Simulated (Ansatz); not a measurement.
# CH5Ge (SMILES [CH3][GeH2]): UHF/def2-TZVP

What is the vertical ionisation energy of CH5Ge at UHF/def2-TZVP? 

The results are computed with Ansatz 0.2.0.

36 further runs of the same task are left out: 36 set aside as unsound or not needed.

**1. The molecule**

The species is CH5Ge (7 atoms), meant as a doublet with charge 0. As SMILES, `[CH3][GeH2]`. Geometry: relaxed at PBE0-D4/def2-TZVP.

Bond lengths: C1–Ge2 1.960 Å, C1–H3 1.090 Å, C1–H4 1.090 Å, C1–H5 1.093 Å, Ge2–H6 1.546 Å, Ge2–H7 1.546 Å. Angles: C1–Ge2–H6 111.3°, C1–Ge2–H7 111.3°, Ge2–C1–H3 110.3°, Ge2–C1–H4 110.3°, Ge2–C1–H5 109.7°, H6–Ge2–H7 109.5°, H3–C1–H4 109.0°, H3–C1–H5 108.8°, H4–C1–H5 108.8°.

**2. A single-point energy at UHF/def2-TZVP**

molecule.yaml reads:

```yaml
crystal:
  periodic: [false, false, false]
  atoms:
    - {symbol: C, position_ang: [-0.247600, -0.809300, -0.206400]}
    - {symbol: Ge, position_ang: [0.396000, 0.824800, 0.663000]}
    - {symbol: H, position_ang: [-1.153200, -1.166400, 0.283800]}
    - {symbol: H, position_ang: [0.513100, -1.588100, -0.157000]}
    - {symbol: H, position_ang: [-0.473200, -0.603400, -1.255600]}
    - {symbol: H, position_ang: [-0.673100, 1.940800, 0.621200]}
    - {symbol: H, position_ang: [1.699200, 1.333700, 0.005300]}
basis:
  gaussian:
    orbitals: def2-TZVP
magnetization:
  spin_polarized: true
  initial_magnetization: 1
hamiltonian:
  xc: hf
accuracy: high
output:
  orbitals: {seedname: orbitals}
```

Run with:

```sh
ansatz run molecule.yaml --threads 1 --pin off --max-ram 3480MiB --events-out events.jsonl --progress --plain --runs-dir runs
```

The program printed:

```text
Warning: RAYON_NUM_THREADS=1 ignored (pool sized by the plan → 1); use --threads N
Functional definition: HF
  name "HF"
  exchange = exact_x
  correlation = 0
1947 factors; integrals over basis functions are off by at most 4.7e-9 eV
mean field evaluation 1: about -57580.7821 eV, gradient 1.8e1 eV
mean field evaluation 2: about -57580.7858 eV, gradient 1.8e1 eV
mean field evaluation 4: about -57582.6511 eV, gradient 2.1e0 eV
mean field evaluation 8: about -57582.7008 eV, gradient 1.8e-3 eV
mean field -57582.70081263 eV, -2116.1252239076 hartree, gradient 4.0e-8 eV, S^2 0.754035; 0 other end points of the search recorded, 0 dependent functions left out
reference -57582.70081263 eV, -2116.1252239076 hartree; 22, 21 occupied and 87, 88 virtual orbitals, 1947 factors
Total energy: -57582.70081263 eV, -2116.1252239076 hartree
```

Wall time 5.1 s (1 thread of Arm Neoverse V2, shared host); peak memory 0.36 GiB.

**3. The singlet cation**

in.yaml reads:

```yaml
crystal:
  periodic: [false, false, false]
  atoms:
    - {symbol: C, position_ang: [-0.247600, -0.809300, -0.206400]}
    - {symbol: Ge, position_ang: [0.396000, 0.824800, 0.663000]}
    - {symbol: H, position_ang: [-1.153200, -1.166400, 0.283800]}
    - {symbol: H, position_ang: [0.513100, -1.588100, -0.157000]}
    - {symbol: H, position_ang: [-0.473200, -0.603400, -1.255600]}
    - {symbol: H, position_ang: [-0.673100, 1.940800, 0.621200]}
    - {symbol: H, position_ang: [1.699200, 1.333700, 0.005300]}
basis:
  gaussian:
    orbitals: def2-TZVP
total_charge: 1
hamiltonian:
  xc: hf
accuracy: high
output: {orbitals: {seedname: orbitals}}
```

Run with:

```sh
ansatz run in.yaml --threads 1 --pin off --max-ram 3480MiB --events-out events.jsonl --progress --plain --runs-dir runs
```

The program printed:

```text
Warning: RAYON_NUM_THREADS=1 ignored (pool sized by the plan → 1); use --threads N
Functional definition: HF
  name "HF"
  exchange = exact_x
  correlation = 0
1947 factors; integrals over basis functions are off by at most 4.7e-9 eV
mean field evaluation 1: about -57570.2700 eV, gradient 4.3e1 eV
mean field evaluation 2: about -57570.3386 eV, gradient 4.3e1 eV
mean field evaluation 4: about -57574.9091 eV, gradient 3.0e0 eV
mean field evaluation 8: about -57574.9518 eV, gradient 3.3e-1 eV
mean field evaluation 16: about -57574.9531 eV, gradient 4.9e-8 eV
mean field -57574.95310813 eV, -2115.8405010190 hartree, gradient 4.9e-8 eV, S^2 0.000000; 0 other end points of the search recorded, 0 dependent functions left out
reference -57574.95310813 eV, -2115.8405010190 hartree; 21, 21 occupied and 88, 88 virtual orbitals, 1947 factors
Total energy: -57574.95310813 eV, -2115.8405010190 hartree
```

It took 3.6 s on 1 thread of Arm Neoverse V2, shared host; peak memory 0.29 GiB.

**4. Summary of results**

At UHF/def2-TZVP:

```
                                          quantity           value
                       doublet CH5Ge: total energy  -2116.12522 Eh
 doublet CH5Ge: HOMO energy (highest over α and β)        -8.57 eV
  doublet CH5Ge: LUMO energy (lowest over α and β)         1.48 eV
                               doublet CH5Ge: ⟨S²⟩           0.754
                      singlet cation: total energy  -2115.84050 Eh
                       singlet cation: HOMO energy       -18.27 eV
                       singlet cation: LUMO energy        -6.92 eV
                     singlet cation: HOMO–LUMO gap        11.35 eV
vertical ionisation energy (to the singlet cation)        7.748 eV
```

In words: Removing an electron at fixed nuclei costs 7.75 eV (748 kJ/mol). Only the singlet of the ionised species was computed; a triplet could lie lower.
